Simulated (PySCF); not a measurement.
# Br6Rh ([RhBr6]3-): the cost of one run

Computed with PySCF 2.14.0 and routines of our own; the level stands in each step. Atoms count from 0.

## Step 1: The starting structure

7 atoms, charge -3, states of the metal's open shell are computed; geometry from: model geometry, bond lengths from ionic radii.

## Step 2: Ligand-field states: state-averaged CASSCF in water

What the job is given:

```
{"job": {"kind": "lf", "basis": {"metal": "x2c-TZVPall", "ligand": "x2c-SVPall"}, "nevpt": true, "solvent": "water"}, "charge": -3, "metal": "Rh", "open_shell": "d6"}
Rh     0.000000     0.000000     0.000000
Br     0.000000     0.000000     2.525000
Br     0.000000     0.000000    -2.525000
Br     2.525000     0.000000     0.000000
Br    -2.525000     0.000000     0.000000
Br     0.000000     2.525000     0.000000
Br    -0.000000    -2.525000     0.000000
```

With the program's defaults for keys left out, this is: state-averaged CASSCF of the metal d shell, SC-NEVPT2 on the averaged canonical orbitals, state-interaction spin-orbit coupling.

The run is started by

```
$ OMP_NUM_THREADS=1 python lf_run.py task.json out
```

One launch serves the whole session: the jobs run in the order shown.

Q: Estimate the wall time and peak memory of this first job on 1 thread of Arm Neoverse V2, shared host.

About 2.2 min, with a peak of 0.95 GiB.
